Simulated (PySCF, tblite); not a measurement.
# C₃H₉NSi₃: a rotation path, then NMR shifts on frames

How do NMR shifts of C₃H₉NSi₃ (`C=C(C#N)[SiH2][SiH2][SiH3]`) change as the atoms move?

Computed with tblite 0.8.0 and PySCF 2.14.0, with density-fitted response routines of our own, on a single molecule in the gas phase. Atoms are numbered from 0 throughout.

## Step 1: The molecule as given

16 atoms, charge 0, multiplicity 1; geometry from: GFN2-xTB.

Bonds of the start (Å): C0–C1 1.33, C1–C2 1.41, C2–N3 1.15, C1–Si4 1.90, Si4–Si5 2.32, Si5–Si6 2.32, C0–H7 1.08, C0–H8 1.08, Si4–H9 1.47, Si4–H10 1.47, Si5–H11 1.47, Si5–H12 1.47, Si6–H13 1.46, Si6–H14 1.47, Si6–H15 1.47.

## Step 2: A band between two rotamers with GFN2-xTB

What the job is given:

```
{"job": {"kind": "neb", "xc": "GFN2-xTB", "basis": "xTB", "atoms": [2, 1, 4, 5], "turn": 120}, "charge": 0, "multiplicity": 1}
C     -0.815948    -1.568658    -1.772638
C     -1.198985    -1.133399    -0.572825
C     -2.444943    -0.503650    -0.412828
N     -3.447970     0.022176    -0.222477
Si    -0.138499    -1.238892     1.004712
Si     0.633254     0.898283     1.492287
Si     1.746275     1.955344    -0.247193
H     -1.433923    -1.467310    -2.652448
H      0.138080    -2.050404    -1.908673
H      0.915348    -2.204140     0.659686
H     -0.993795    -1.891753     2.003746
H     -0.498874     1.714714     1.955406
H      1.500022     0.785046     2.677875
H      2.150382     3.330534     0.049486
H      2.966725     1.228865    -0.612099
H      0.915251     2.003575    -1.453428
```

Level: GFN2-xTB climbing-image nudged elastic band, gas phase.

Command:

```sh
$ OMP_NUM_THREADS=1 python probes_run.py task.json out
```

This one command runs all jobs of the session in turn.

The log of the run:

```text
image   E - E0 / eV
  0       0.0000
  1       0.0005
  2       0.0054
  3       0.0136
  4       0.0285
  5       0.0432
  6       0.0427
  7       0.0183
  8      -0.0120
```

Run time: 10 s. Hardware: 1 thread of Arm Neoverse N1, shared host; peak memory 0.19 GiB.

The final band, with the dihedral C2–C1–Si4–Si5:

| image | dihedral (°) | energy (eV) | energy (kcal/mol) |
| --- | --- | --- | --- |
| 0 | -72 | 0.000 | 0.0 |
| 1 | -56 | 0.001 | 0.0 |
| 2 | -40 | 0.005 | 0.1 |
| 3 | -24 | 0.014 | 0.3 |
| 4 | -8 | 0.028 | 0.7 |
| 5 | 9 | 0.043 | 1.0 |
| 6 | 25 | 0.043 | 1.0 |
| 7 | 43 | 0.018 | 0.4 |
| 8 | 60 | -0.012 | -0.3 |

## Step 3: NMR shieldings: image 0, PBE0/pcSseg-1

What the job is given:

```
{"job": {"kind": "nmr", "xc": "PBE0", "basis": "pcSseg-1", "pop": false}, "charge": 0, "multiplicity": 1}
C     -0.815900    -1.568700    -1.772600
C     -1.199000    -1.133400    -0.572800
C     -2.444900    -0.503600    -0.412800
N     -3.448000     0.022200    -0.222500
Si    -0.138500    -1.238900     1.004700
Si     0.633300     0.898300     1.492300
Si     1.746300     1.955300    -0.247200
H     -1.433900    -1.467300    -2.652400
H      0.138100    -2.050400    -1.908700
H      0.915300    -2.204100     0.659700
H     -0.993800    -1.891800     2.003700
H     -0.498900     1.714700     1.955400
H      1.500000     0.785000     2.677900
H      2.150400     3.330500     0.049500
H      2.966700     1.228900    -0.612100
H      0.915300     2.003600    -1.453400
```

Level: GIAO PBE0/pcSseg-1 NMR shielding, non-relativistic, gas phase.

The log of the run:

```text
coarse grid: 14776 points
cycle   1  E = -1042.2029131202  dE =  4.691e-01  |g| = 4.017e-01  |ddm| = 3.688e+00
cycle   2  E = -1042.0978686534  dE =  1.050e-01  |g| = 8.041e-01  |ddm| = 1.107e+00
cycle   3  E = -1042.2418389061  dE = -1.440e-01  |g| = 1.141e-01  |ddm| = 7.362e-01
cycle   4  E = -1042.2447990261  dE = -2.960e-03  |g| = 3.389e-02  |ddm| = 1.289e-01
cycle   5  E = -1042.2450962049  dE = -2.972e-04  |g| = 7.253e-03  |ddm| = 4.028e-02
cycle   6  E = -1042.2451083085  dE = -1.210e-05  |g| = 1.727e-03  |ddm| = 7.679e-03
cycle   7  E = -1042.2451089273  dE = -6.187e-07  |g| = 8.275e-04  |ddm| = 2.443e-03
final grid: 128744 points
cycle   8  E = -1042.2834676756  dE = -1.823e-05  |g| = 5.073e-03  |ddm| = 2.195e-02
cycle   9  E = -1042.2834653530  dE =  2.323e-06  |g| = 5.715e-03  |ddm| = 9.478e-03
cycle  10  E = -1042.2834737103  dE = -8.357e-06  |g| = 1.215e-03  |ddm| = 5.588e-03
cycle  11  E = -1042.2834741091  dE = -3.989e-07  |g| = 2.632e-04  |ddm| = 1.400e-03
cycle  12  E = -1042.2834741230  dE = -1.387e-08  |g| = 9.766e-05  |ddm| = 2.430e-04
cycle  13  E = -1042.2834741245  dE = -1.488e-09  |g| = 5.370e-05  |ddm| = 1.023e-04
cycle  14  E = -1042.2834741251  dE = -6.391e-10  |g| = 7.585e-06  |ddm| = 4.628e-05
converged SCF energy = -1042.2834741251

GIAO shielding tensors (ppm)
atom      isotropic    diamagn.    paramagn.     s11        s22        s33       span
  0 C       31.325     250.682    -219.357   -100.815     36.000    158.791    259.606
  1 C       62.235     263.613    -201.378    -52.399     64.095    175.009    227.407
  2 C       63.137     259.993    -196.856    -58.338    -48.251    296.001    354.339
  3 N      -57.900     341.070    -398.969   -193.802   -185.652    205.755    399.556
  4 Si     407.597     881.719    -474.122    376.348    395.003    451.441     75.093
  5 Si     479.212     881.948    -402.735    468.786    479.351    489.500     20.714
  6 Si     467.198     880.913    -413.715    456.134    467.314    478.146     22.013
  7 H       24.830      28.605      -3.775     20.311     24.701     29.478      9.167
  8 H       25.102      31.259      -6.157     20.589     24.868     29.849      9.260
  9 H       27.387      30.547      -3.159     24.466     25.600     32.095      7.629
 10 H       26.998      28.995      -1.997     23.684     25.218     32.092      8.408
 11 H       27.986      30.582      -2.596     24.375     25.893     33.689      9.314
 12 H       28.325      29.551      -1.226     24.564     25.752     34.660     10.096
 13 H       28.086      29.006      -0.920     24.513     25.392     34.355      9.842
 14 H       28.267      29.795      -1.528     24.830     26.105     33.867      9.036
 15 H       28.231      30.655      -2.423     24.288     27.272     33.134      8.846
```

Wall time 44 s (1 thread of Arm Neoverse N1, shared host); peak memory 0.85 GiB.

Shifts follow as δ = σ(reference) − σ, with reference shieldings (ppm) from runs at the same level and on the same kind of geometry: ¹H TMS 31.72, ¹³C TMS 186.9, ²⁹Si TMS 349.2, ¹⁵N NH3 267.7. The references are single molecules in the gas phase, so shifts against H2O, NH3, PH3, H3PO4 or CFCl3 are not on the usual liquid scales and can be off by tens of ppm. Each atom is listed at this fixed geometry, with no averaging over motion; a spectrum would average atoms that exchange fast.

| atoms | environment | σ (ppm) | δ (ppm) |
| --- | --- | --- | --- |
| C0 | terminal =CH2 carbon | 31.3 | 155.6 |
| C1 | fully substituted alkene carbon | 62.2 | 124.7 |
| C2 | nitrile carbon | 63.1 | 123.8 |
| H7 | hydrogen on a terminal =CH2 carbon | 24.83 | 6.89 |
| H8 | hydrogen on a terminal =CH2 carbon | 25.10 | 6.62 |
| H10 | hydrogen on a silicon bonded to C, Si | 27.00 | 4.72 |
| H9 | hydrogen on a silicon bonded to C, Si | 27.39 | 4.33 |
| H11 | hydrogen on a silicon bonded to 2 Si | 27.99 | 3.73 |
| H13 | hydrogen on a silicon bonded to Si | 28.09 | 3.63 |
| H15 | hydrogen on a silicon bonded to Si | 28.23 | 3.49 |
| H14 | hydrogen on a silicon bonded to Si | 28.27 | 3.45 |
| H12 | hydrogen on a silicon bonded to 2 Si | 28.33 | 3.39 |
| N3 | nitrile nitrogen | -57.9 | 325.6 |
| Si4 | silicon bonded to C, Si, 2 H | 407.6 | -58.4 |
| Si6 | silicon bonded to Si, 3 H | 467.2 | -118.0 |
| Si5 | silicon bonded to 2 Si, 2 H | 479.2 | -130.1 |

## Step 4: Nuclear shieldings: image 2, PBE0/pcSseg-1

What the job is given:

```
{"job": {"kind": "nmr", "xc": "PBE0", "basis": "pcSseg-1", "pop": false}, "charge": 0, "multiplicity": 1}
C     -1.038700    -1.976100    -1.683600
C     -1.111200    -1.151800    -0.639700
C     -2.028500    -0.088000    -0.639300
N     -2.744000     0.809200    -0.583800
Si    -0.008900    -1.277100     0.912800
Si     0.610900     0.869300     1.544000
Si     1.590600     2.116500    -0.147400
H     -1.672300    -1.872700    -2.552100
H     -0.332600    -2.789400    -1.696700
H      1.085200    -2.161000     0.483400
H     -0.808700    -2.059200     1.866400
H     -0.566600     1.550000     2.102200
H      1.523000     0.731500     2.693800
H      1.916600     3.490400     0.235700
H      2.850800     1.501600    -0.579900
H      0.726800     2.187200    -1.327000
```

Level: GIAO PBE0/pcSseg-1 NMR shielding, non-relativistic, gas phase.

The log of the run:

```text
coarse grid: 14776 points
cycle   1  E = -1042.2024183942  dE =  4.718e-01  |g| = 4.010e-01  |ddm| = 3.688e+00
cycle   2  E = -1042.0980366180  dE =  1.044e-01  |g| = 8.018e-01  |ddm| = 1.107e+00
cycle   3  E = -1042.2410282072  dE = -1.430e-01  |g| = 1.143e-01  |ddm| = 7.342e-01
cycle   4  E = -1042.2439916834  dE = -2.963e-03  |g| = 3.385e-02  |ddm| = 1.278e-01
cycle   5  E = -1042.2442869814  dE = -2.953e-04  |g| = 7.336e-03  |ddm| = 4.006e-02
cycle   6  E = -1042.2442992294  dE = -1.225e-05  |g| = 1.695e-03  |ddm| = 7.466e-03
cycle   7  E = -1042.2442998140  dE = -5.846e-07  |g| = 8.479e-04  |ddm| = 2.409e-03
final grid: 128744 points
cycle   8  E = -1042.2827597736  dE = -1.898e-05  |g| = 4.970e-03  |ddm| = 2.454e-02
cycle   9  E = -1042.2827577233  dE =  2.050e-06  |g| = 5.548e-03  |ddm| = 9.339e-03
cycle  10  E = -1042.2827655298  dE = -7.806e-06  |g| = 1.177e-03  |ddm| = 5.355e-03
cycle  11  E = -1042.2827659044  dE = -3.746e-07  |g| = 2.355e-04  |ddm| = 1.365e-03
cycle  12  E = -1042.2827659173  dE = -1.288e-08  |g| = 6.143e-05  |ddm| = 2.377e-04
cycle  13  E = -1042.2827659179  dE = -5.971e-10  |g| = 3.621e-05  |ddm| = 6.807e-05
cycle  14  E = -1042.2827659181  dE = -2.540e-10  |g| = 1.170e-05  |ddm| = 3.471e-05
converged SCF energy = -1042.2827659181

GIAO shielding tensors (ppm)
atom      isotropic    diamagn.    paramagn.     s11        s22        s33       span
  0 C       30.370     249.239    -218.869   -101.395     34.884    157.620    259.014
  1 C       63.078     264.673    -201.595    -51.386     66.316    174.305    225.691
  2 C       62.472     261.821    -199.350    -59.204    -47.991    294.609    353.813
  3 N      -57.273     341.703    -398.976   -189.951   -185.539    203.671    393.622
  4 Si     409.445     881.813    -472.368    364.217    409.722    454.395     90.178
  5 Si     479.503     882.169    -402.666    473.158    476.175    489.176     16.019
  6 Si     466.081     881.139    -415.058    455.691    464.666    477.885     22.194
  7 H       24.740      28.261      -3.520     20.124     24.387     29.709      9.584
  8 H       25.030      30.152      -5.122     20.768     24.450     29.873      9.105
  9 H       27.416      30.834      -3.418     24.300     25.853     32.095      7.795
 10 H       26.963      28.885      -1.923     23.569     25.026     32.293      8.724
 11 H       27.883      30.803      -2.919     24.495     25.565     33.590      9.095
 12 H       28.328      29.608      -1.280     24.642     25.701     34.642     10.000
 13 H       28.055      29.119      -1.065     24.503     25.347     34.314      9.811
 14 H       28.257      29.857      -1.599     24.791     26.092     33.889      9.099
 15 H       28.084      30.851      -2.767     23.984     27.228     33.040      9.056
```

It took 44 s on 1 thread of Arm Neoverse N1, shared host; peak memory 0.87 GiB.

Key values: δ C0 156.6, C2 124.5, C1 123.8, N3 325.0, H7 6.98, H8 6.69 ppm.

[end of part 1 of 2]
